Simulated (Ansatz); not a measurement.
# Eu2BeAs2: what a guessed cell relaxes into

Aim: relax a trial structure of Eu2BeAs2 and see where it ends.

Computed with Ansatz 0.2.0 (DFT PBE, scalar-relativistic, plane waves, PAW, unless a step's input says otherwise).

### Step 1. The structure to begin with

The structure is tetragonal, space group P4/mmm (No. 123). Conventional cell: a = 4.589 Å, b = 4.589 Å, c = 6.417 Å, α = 90.00°, β = 90.00°, γ = 90.00°. Eu (site symmetry mmm) is surrounded by 2 As at 2.29 Å. Be (site symmetry 4/mmm) has 6 As at 3.21 to 3.24 Å as nearest neighbours. As (site symmetry 4/mmm) is surrounded by 4 Eu at 2.29 Å and 2 Be at 3.21 Å. As (site symmetry 4/mmm) has 4 Be at 3.24 Å as nearest neighbours.

As a file:

```cif
data_structure
_symmetry_space_group_name_H-M 'P 1'
_symmetry_Int_Tables_number 1
_cell_length_a 4.5886
_cell_length_b 4.5886
_cell_length_c 6.4173
_cell_angle_alpha 90.000
_cell_angle_beta 90.000
_cell_angle_gamma 90.000
_cell_volume 135.12
loop_
_atom_site_label
_atom_site_type_symbol
_atom_site_fract_x
_atom_site_fract_y
_atom_site_fract_z
_atom_site_occupancy
Eu1 Eu 0.00000 0.50000 0.50000 1
Eu2 Eu 0.50000 0.00000 0.50000 1
Be1 Be 0.50000 0.50000 0.00000 1
As1 As 0.50000 0.50000 0.50000 1
As2 As 0.00000 0.00000 0.00000 1
```

Recipe of the guess: random cell by space group and Wyckoff sites (P4/mmm, No. 123). The dimensions are guesses.

### Step 2. Probe: one point on a coarse mesh

Contents of input.yaml:

```yaml
crystal:
  lattice:
    - [4.58862601, 0.0, 0.0]
    - [0.0, 4.58862601, 0.0]
    - [0.0, 0.0, 6.41734974]
  atoms:
    - { symbol: Eu, position: [0.0, 0.5, 0.5], spin: 7.0 }
    - { symbol: Eu, position: [0.5, 0.0, 0.5], spin: 7.0 }
    - { symbol: Be, position: [0.5, 0.5, 0.0] }
    - { symbol: As, position: [0.5, 0.5, 0.5] }
    - { symbol: As, position: [0.0, 0.0, 0.0] }
basis:
  ecutwfc: 420
kpoints:
  mp_grid: { grid: [4, 4, 4] }
hamiltonian:
  xc: pbe
scf:
  occupations: { method: gaussian, width: 0.1 }
  lower_state_search: "off"
output:
  forces: true
  stress: true
  eigenvalues: true
  populations: true
magnetization:
  spin_polarized: true
```

Launch:

```
ansatz run input.yaml --threads 1 --pin off --max-ram 2560MiB --backend cpu --events-out ev --progress --plain --runs-dir out
```

Further runs follow: coarse relaxation; relaxation on the finer mesh.

**Question.** What will these runs give? Wanted: conventional cell; volume; energy over the elements; gap on the mesh; total moment.

As calculated:

| quantity | value |
| --- | --- |
| symmetry at the end (tolerance 0.05 Å) | space group P4/mmm (No. 123) |
| conventional cell | a = 5.716 Å, b = 5.716 Å, c = 4.063 Å, α = 90.00°, β = 90.00°, γ = 90.00° |
| volume | 26.55 Å³/atom |
| energy over the elements | -0.51 eV/atom |
| gap on the mesh | none (metal) |
| total moment | 13.90 μB/cell |

In words: The space group P4/mmm (No. 123) is kept, and the volume per atom shrinks by 1.8 % from the first guess. A negative formation energy is needed for stability but isn't enough; other structures and compounds were not set against it here. No finished test with a distortion of lower symmetry is shown, so the end may be a saddle point. The runs treat Eu without spin-orbit coupling. The open f shell has no Hubbard U here, which places its levels poorly. Other magnetic orders were not searched.
